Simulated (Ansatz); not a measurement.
**C₂H₅GeN: small, medium and large basis sets**

The task here is to estimate one member of a computed series from the others.

Computed with Ansatz 0.2.0, Gaussian basis. Level: one geometry, several basis sets.

The runs, in order: PBE0-D4/def2-SVP; ωB97M-V/def2-SVP; PBE0-D4/def2-QZVPP; ωB97M-V/def2-QZVPP; the functionals' def2-TZVPP values are taken from earlier runs.

## Structure used throughout

An earlier PBE0-D4 in a triple-zeta def2 set relaxation fixed the geometry.

SMILES `[NH2][GeH]1[CH]=[CH]1`, 9 atoms, charge 0, spin multiplicity 1.

Atoms are counted from 1 here; the program's logs count them from 0.

Bond lengths: N1–Ge2 1.840 Å, N1–H5 1.012 Å, N1–H6 1.012 Å, Ge2–C3 1.901 Å, Ge2–C4 1.901 Å, Ge2–H7 1.535 Å, C3–C4 1.326 Å, C3–H8 1.084 Å, C4–H9 1.084 Å. Angles: Ge2–N1–H5 113.1°, Ge2–N1–H6 113.1°, H5–N1–H6 107.8°, N1–Ge2–C3 118.4°, N1–Ge2–C4 118.4°, N1–Ge2–H7 116.6°, C3–Ge2–C4 40.8°, C3–Ge2–H7 120.6°, C4–Ge2–H7 120.6°, Ge2–C3–C4 69.6°, Ge2–C3–H8 154.0°, C4–C3–H8 136.4°, Ge2–C4–C3 69.6°, Ge2–C4–H9 154.0°, C3–C4–H9 136.4°.

Set-up of the first run:

File in.yaml:

```yaml
crystal:
  periodic: [false, false, false]
  atoms:
    - {symbol: N, position_ang: [-0.952256, 1.254105, -0.839246]}
    - {symbol: Ge, position_ang: [0.475116, 0.238553, -0.277815]}
    - {symbol: C, position_ang: [0.141313, -1.529813, 0.333516]}
    - {symbol: C, position_ang: [0.319120, -0.711207, 1.360974]}
    - {symbol: H, position_ang: [-1.091224, 1.224520, -1.841067]}
    - {symbol: H, position_ang: [-0.880130, 2.225367, -0.564886]}
    - {symbol: H, position_ang: [1.854257, 0.627020, -0.827205]}
    - {symbol: H, position_ang: [-0.083836, -2.581380, 0.196793]}
    - {symbol: H, position_ang: [0.306242, -0.793464, 2.441837]}
basis:
  gaussian: {orbitals: def2-SVP}
hamiltonian: {xc: pbe0, dispersion: d4}
output: {orbitals: {seedname: orbitals}}
```

On the command line:

```console
ansatz run in.yaml --threads 2 --pin off --events-out ev --progress --plain --max-ram 4352MiB
```

Among the steps run: PBE0-D4 in def2-SVP; ωB97M-V in def2-SVP; PBE0-D4 in def2-QZVPP; ωB97M-V in def2-QZVPP.

One of the session's tables, all rows but one given; the rest of the session is left out.

It belongs to the step «Functionals by basis». 

| functional | basis | HOMO (eV) | LUMO (eV) |
| --- | --- | --- | --- |
| PBE0-D4 | def2-SVP | ? | ? |
| PBE0-D4 | def2-TZVPP | -6.85 | 0.04 |
| PBE0-D4 | def2-QZVPP | -6.88 | -0.06 |
| ωB97M-V | def2-SVP | -8.92 | 2.60 |
| ωB97M-V | def2-TZVPP | -8.98 | 2.11 |
| ωB97M-V | def2-QZVPP | -9.00 | 1.69 |

Estimate the missing values for PBE0-D4, def2-SVP.

The run gave: HOMO (eV): -6.81; LUMO (eV): 0.30. In the column «HOMO (eV)» it is the highest.
